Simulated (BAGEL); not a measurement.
# ZnNH3 (SMILES [NH2][ZnH]): levels of theory compared

Wanted: a comparison of 3 runs (HF/STO-3G, B3LYP/6-31G*, RI-MP2/def2-SVPD) of ZnNH3. 

The calculation is run with BAGEL 1.2.2.

4 further runs of the same task are left out: 4 that didn't finish.

**1. The structure to begin with**

ZnNH3 has 5 atoms, charge 0, and is taken as a singlet. SMILES: `[NH2][ZnH]`. The coordinates come from a PBE0-D4/def2-TZVP relaxation.

Bond lengths: N1–Zn2 1.817 Å, N1–H3 1.009 Å, N1–H4 1.009 Å, Zn2–H5 1.523 Å. Angles: N1–Zn2–H5 176.2°, Zn2–N1–H3 119.9°, Zn2–N1–H4 119.9°, H3–N1–H4 108.6°.

**2. A single-point energy at HF/STO-3G (density fitting with qzvpp-jkfit) (run 1)**

The input, hf.json:

```json
{ "bagel" : [

{
  "title" : "molecule",
  "basis" : "sto-3g",
  "df_basis" : "qzvpp-jkfit",
  "angstrom" : "true",
  "geometry" : [
    { "atom" : "N", "xyz" : [   -0.144000,   -0.833800,   -0.065600 ] },
    { "atom" : "Zn", "xyz" : [    0.344900,    0.915600,   -0.097400 ] },
    { "atom" : "H", "xyz" : [   -1.046100,   -1.111100,   -0.422600 ] },
    { "atom" : "H", "xyz" : [    0.073200,   -1.402700,    0.739000 ] },
    { "atom" : "H", "xyz" : [    0.822000,    2.358500,   -0.194900 ] }
  ]
},
{
  "title" : "hf"
},
{
  "title" : "print",
  "file" : "orbitals.molden",
  "orbitals" : "true"
}

]}
```

The run is started by

```bash
$ BAGEL_NUM_THREADS=1 BAGEL hf.json > hf.out
```

What it wrote:

```text
* using 1 threads per process

  ===============================================================
  ===============================================================

  *** Geometry ***

  { "atom" : "N", "xyz" : [     -0.272121,     -1.575654,     -0.123966 ] },
  { "atom" : "Zn", "xyz" : [      0.651767,      1.730233,     -0.184059 ] },
  { "atom" : "H", "xyz" : [     -1.976842,     -2.099675,     -0.798598 ] },
  { "atom" : "H", "xyz" : [      0.138328,     -2.650719,      1.396508 ] },
  { "atom" : "H", "xyz" : [      1.553355,      4.456919,     -0.368308 ] },

  Number of auxiliary basis functions:      395

  Since a DF basis is specified, we compute 2- and 3-index integrals:
    o Being stored without compression. Storage requirement is 0.002 GB

  Number of basis functions:       26
  Number of electrons      :       40

    * METHOD: MOLECULE                             0.08

  *** RHF ***

  === Nuclear Repulsion ===
    93.4421714769

      * DIIS with orbital gradients will be used.

  === RHF iteration (sto-3g) ===
      0      -1795.93098052          0.26700898           0.01
      1      -1801.23137105          0.15009692           0.01
      2      -1801.50318744          0.12260265           0.01
[... 29 lines of this table left out ...]
     32      -1812.66751507          0.00000001           0.01
    * SCF iteration converged.

    * Permanent dipole moment:
           (    0.146106,     0.153442,    -0.101861) a.u.

    * METHOD: HF                                   0.37

    * METHOD: PRINT                                0.00

  ===============================================================
```

It took 0.62 s on 1 thread of Arm Neoverse V2, shared host; peak memory 0.082 GiB.

**3. A single-point energy at B3LYP/6-31G(d) (density fitting with qzvpp-jkfit, spherical functions) (run 2)**

The input, calc.json:

```json
{ "bagel": [

{
  "title": "molecule",
  "basis": "6-31gs.json",
  "df_basis": "qzvpp-jkfit",
  "angstrom": true,
  "geometry": [
    { "atom": "N", "xyz": [      -0.144000,      -0.833800,      -0.065600 ] },
    { "atom": "Zn", "xyz": [       0.344900,       0.915600,      -0.097400 ] },
    { "atom": "H", "xyz": [      -1.046100,      -1.111100,      -0.422600 ] },
    { "atom": "H", "xyz": [       0.073200,      -1.402700,       0.739000 ] },
    { "atom": "H", "xyz": [       0.822000,       2.358500,      -0.194900 ] }
  ]
},

{
  "title": "ks",
  "xc_func": "b3lyp"
},

{
  "title": "print",
  "file": "orbitals.molden",
  "orbitals": true
}

]}
```

The basis set 6-31G* is read from a file made from the Basis Set Exchange's data (not shown).

The run is started by

```bash
$ BAGEL_NUM_THREADS=1 BAGEL calc.json > calc.out
```

What it wrote:

```text
* using 1 threads per process

  ===============================================================
  ===============================================================

  *** Geometry ***

  { "atom" : "N", "xyz" : [     -0.272121,     -1.575654,     -0.123966 ] },
  { "atom" : "Zn", "xyz" : [      0.651767,      1.730233,     -0.184059 ] },
  { "atom" : "H", "xyz" : [     -1.976842,     -2.099675,     -0.798598 ] },
  { "atom" : "H", "xyz" : [      0.138328,     -2.650719,      1.396508 ] },
  { "atom" : "H", "xyz" : [      1.553355,      4.456919,     -0.368308 ] },

  Number of auxiliary basis functions:      395

  Since a DF basis is specified, we compute 2- and 3-index integrals:
    o Being stored without compression. Storage requirement is 0.009 GB

  Number of basis functions:       54
  Number of electrons      :       40

    * METHOD: MOLECULE                             0.12

  *** Kohn-Sham DFT ***

    * Removing 7061 points whose weight is below 1.00e-10
    * Grid points: 67469

  === Nuclear Repulsion ===
    93.4421714769

       - DIIS with orbital gradients will be used.

  === KS iteration (b3lyp / 6-31gs.json) ===
      0      -1784.40316839          0.09949605           0.13
      1      -1601.55987917          0.29628013           0.11
      2      -1780.63744935          0.15952549           0.09
[... 15 lines of this table left out ...]
     18      -1835.65157878          0.00000000           0.09
    * SCF iteration converged.

    * Permanent dipole moment:
           (    0.317282,     0.211275,    -0.252793) a.u.

    * METHOD: KS                                   1.97

    * METHOD: PRINT                                0.01

  ===============================================================
```

It took 2.3 s on 1 thread of Arm Neoverse V2, shared host; peak memory 0.21 GiB.

**4. The energy at RI-MP2/def2-SVPD (density fitting with qzvpp-jkfit) (run 3)**

calc.json: that of step 3 with these lines changed.

```diff
@@ -4,3 +4,3 @@
   "title": "molecule",
-  "basis": "6-31gs.json",
+  "basis": "def2-svpd.json",
   "df_basis": "qzvpp-jkfit",
@@ -17,4 +17,3 @@
 {
-  "title": "ks",
-  "xc_func": "b3lyp"
+  "title": "hf"
 },
@@ -22,5 +21,4 @@
 {
-  "title": "print",
-  "file": "orbitals.molden",
-  "orbitals": true
+  "title": "mp2",
+  "ncore": 6
 }
```

The basis set def2-SVPD is read from a file made from the Basis Set Exchange's data (not shown).

The run is started by

```bash
$ BAGEL_NUM_THREADS=1 BAGEL calc.json > calc.out
```

What it wrote:

```text
* using 1 threads per process

  ===============================================================
  ===============================================================

  *** Geometry ***

[... 29 lines left out ...]
    * SCF iteration converged.
[... 1 line left out ...]
    * Permanent dipole moment:
[... 2 lines left out ...]
    * METHOD: HF                                   0.60

  *** RHF ***

  === Nuclear Repulsion ===
    93.4421714769

      * DIIS with orbital gradients will be used.

  === RHF iteration (def2-svpd.json) ===
      0      -1833.70761425          0.00000000           0.03
    * SCF iteration converged.

    * Permanent dipole moment:
           (    0.261164,     0.031866,    -0.243772) a.u.

  === DF-MP2 calculation ===

    * freezing 6 orbitals
    * 3-index integral transformation done
    * assembly done

      MP2 correlation energy:   -0.5861999833      0.03

      MP2 total energy:       -1834.2938142284

    * METHOD: MP2                                  0.10

  ===============================================================
```

Wall time 0.99 s (1 thread of Arm Neoverse V2, shared host); peak memory 0.088 GiB.

**5. Overview of the runs**

```
run                                                                 level  frozen core orbitals   energy (Eh)  dipole moment (D)  HOMO energy (eV)  LUMO energy (eV)  wall time
  1                          HF/STO-3G (density fitting with qzvpp-jkfit)                     –  -1812.667515               0.60             -3.02              6.19     0.62 s
  2  B3LYP/6-31G* (density fitting with qzvpp-jkfit, spherical functions)                     –  -1835.651579               1.16             -6.16             -0.38      2.3 s
  3                   RI-MP2/def2-SVPD (density fitting with qzvpp-jkfit)                     6  -1834.293814                  –                 –                 –     0.99 s
```

**6. Results**

| quantity | value |
| --- | --- |
| run 3: total energy | -1834.29381 Eh |
| run 3: correlation energy (6 core orbitals frozen) | -586.2 mEh |

In words: In run 1 the basis is minimal, so the values are rough. All runs together took 3.9 s, the longest 2.3 s.
